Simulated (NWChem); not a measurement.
# C2H3BFN (SMILES FB1C=NC1) at B3LYP/def2-SVP

Aim: a structure relaxation of C2H3BFN. 

The calculation is run with NWChem 7.3.0.

## (1) The system as given

The species is C2H3BFN (8 atoms), meant as a singlet with charge 0. As SMILES, `FB1C=NC1`. Geometry: relaxed at PBE0-D4/def2-TZVP. The run starts from this shape.

Bond lengths: F1–B2 1.312 Å, B2–C3 1.553 Å, C3–N4 1.291 Å, B2–C5 1.580 Å, N4–C5 1.510 Å, C3–H6 1.087 Å, C5–H7 1.093 Å, C5–H8 1.090 Å. Some angles: F1–B2–C3 135.6°, F1–B2–C5 135.3°, C3–B2–C5 86.1°, B2–C3–N4 90.7°, C3–N4–C5 99.2°, B2–C5–N4 82.2°, B2–C3–H6 145.8°, N4–C3–H6 122.6°, B2–C5–H7 120.5°, B2–C5–H8 118.9°.

## (2) A structure relaxation at B3LYP/def2-SVP

c2h3bfn.nw reads:

```
start c2h3bfn
title "C2H3BFN"
memory total 2200 mb
geometry units bohr
F    0.40288961  -1.90352113   3.62525060
B   -0.04554240  -0.57598852   1.58018899
C    0.60282263   2.13255593   0.65346729
N    0.57428777   1.37685445  -1.66522666
C   -0.57013037  -1.21055856  -1.28936013
H    1.24060520   4.00792014   1.19789739
H    0.48584859  -2.70741062  -2.24159313
H   -2.51635931  -1.22775506  -1.96588209
end
basis spherical bse
* library def2-SVP
end
dft
xc b3lyp
grid fine
convergence energy 1e-07
maxiter 100
mulliken
print low
end
driver
maxiter 60
end
freq
temp 3 298.15 400 700
end
task dft optimize
task dft frequencies
```

On the command line:

```sh
$ nwchem c2h3bfn.nw > c2h3bfn.out
```

What values should one expect? Wanted: total energy at the end; lowest harmonic wavenumber; highest harmonic wavenumber; zero-point energy; ideal-gas entropy at 298.15 K.

Computed results:

At B3LYP/def2-SVP:

| quantity | value |
| --- | --- |
| total energy at the end | -257.26444 Eh |
| lowest harmonic wavenumber | 90 cm⁻¹ |
| highest harmonic wavenumber | 3152 cm⁻¹ |
| zero-point energy | 140.5 kJ/mol |
| ideal-gas entropy at 298.15 K (symmetry number 1 as used) | 70.3 cal/(mol K) |

At the final geometry: Bond lengths: F1–B2 1.317 Å, B2–C3 1.560 Å, C3–N4 1.298 Å, B2–C5 1.589 Å, N4–C5 1.520 Å, C3–H6 1.098 Å, C5–H7 1.103 Å, C5–H8 1.101 Å. Some angles: F1–B2–C3 135.7°, F1–B2–C5 135.3°, C3–B2–C5 86.0°, B2–C3–N4 90.9°, C3–N4–C5 99.0°, B2–C5–N4 82.3°, B2–C3–H6 145.5°, N4–C3–H6 122.7°, B2–C5–H7 120.6°, B2–C5–H8 119.0°. All 18 modes are real, so the shape is a minimum at this level. The optimisation took 4 steps and changed the energy by -0.011 eV. Mulliken charges run from -0.20 on N4 to +0.06 on C5.
